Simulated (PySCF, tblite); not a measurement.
# C₄H₁₁FO₂Si₂: geometry, infrared bands and NMR shifts

What infrared bands and NMR shifts should C₄H₁₁FO₂Si₂ (`CC(C)[C@@H]1O[Si@@H](F)O[SiH2]1`) show?

Computed with tblite 0.8.0 and PySCF 2.14.0, with density-fitted response routines of our own, on a single molecule in the gas phase. Atoms are numbered from 0 throughout.

### Step 1. Starting geometry

20 atoms, charge 0, multiplicity 1; geometry from: force field or distance geometry start.

Bonds of the start (Å): C0–C1 1.50, C1–C2 1.52, C1–C3 1.49, C3–O4 1.38, O4–Si5 1.71, Si5–F6 1.70, Si5–O7 1.72, O7–Si8 1.74, Si8–C3 1.85, C0–H9 1.11, C0–H10 1.12, C0–H11 1.14, C1–H12 1.10, C2–H13 1.11, C2–H14 1.10, C2–H15 1.14, C3–H16 1.11, Si5–H17 1.47, Si8–H18 1.47, Si8–H19 1.47.

### Step 2. Relaxing the molecule with GFN2-xTB

Job settings and geometry (Å):

```
{"job": {"kind": "relax", "xc": "GFN2-xTB", "basis": "xTB"}, "charge": 0, "multiplicity": 1}
C     -1.844200    -1.110400     0.207000
C     -0.843500    -0.407600    -0.658600
C     -1.536500     0.828700    -1.200600
C      0.362000     0.120200     0.043700
O      1.278400     0.749300    -0.769800
Si     2.410200     1.269800     0.402900
F      1.623300     2.491000     1.294700
O      2.727100    -0.094600     1.400700
Si     1.425600    -1.133300     0.896800
H     -2.089200    -0.608300     1.163900
H     -1.634700    -2.203800     0.323100
H     -2.811200    -1.099700    -0.392200
H     -0.589100    -1.032700    -1.523700
H     -0.754100     1.415100    -1.724200
H     -2.407000     0.596800    -1.825900
H     -1.825300     1.434400    -0.280100
H      0.028900     0.869900     0.792900
H      3.637900     1.794000    -0.201300
H      2.043100    -2.108000    -0.018400
H      0.793100    -1.760100     2.066100
```

Run with:

```
$ OMP_NUM_THREADS=1 python probes_run.py task.json out
```

One launch serves the whole session: the jobs run in the order shown.

**Question.** This job is followed by: GFN2-xTB harmonic vibrations, gas phase; GIAO PBE0/pcSseg-1 NMR shielding, non-relativistic, gas phase. What will the session give for the following? strongest single infrared mode (GFN2-xTB); zero-point energy (GFN2-xTB); 13C shifts against TMS (PBE0/pcSseg-1); 1H shifts against TMS (PBE0/pcSseg-1, means over atoms taken as alike); 17O shifts against H2O (PBE0/pcSseg-1); 29Si shifts against TMS (PBE0/pcSseg-1); 19F shifts against CFCl3 (PBE0/pcSseg-1).

The runs gave:

| quantity | value |
| --- | --- |
| strongest single infrared mode (GFN2-xTB) | 2320 cm⁻¹, 378 km/mol |
| zero-point energy (GFN2-xTB) | 93.0 kcal/mol |
| 13C shifts against TMS (PBE0/pcSseg-1) | 76.4, 38.9, 22.6, 19.3 ppm |
| 1H shifts against TMS (PBE0/pcSseg-1, means over atoms taken as alike) | 5.20, 4.94, 4.51, 3.57, 1.45, 1.27, 0.72 ppm |
| 17O shifts against H2O (PBE0/pcSseg-1) | 75.9, 68.3 ppm |
| 29Si shifts against TMS (PBE0/pcSseg-1) | -12.9, -44.4 ppm |
| 19F shifts against CFCl3 (PBE0/pcSseg-1) | -139.2 ppm |

Over 103 steps the energy fell by 1.714 eV; of the close pairs, O7–Si8 changed most, 1.740 to 1.630 Å. All 54 modes are real, so the xTB geometry is a minimum. The strongest single mode, at 2320 cm⁻¹, moves mainly H18. GFN2-xTB is a fitted tight-binding method: band positions and strengths are rough. Its intensities can rank the bands wrongly. The most deshielded carbon is C3 (sp3 CH bonded to O and Si), at 76.4 ppm: pulled downfield by the heteroatom. At PBE0/pcSseg-1: The largest span, 141 ppm, is at F6, where the paramagnetic term is -156 ppm.
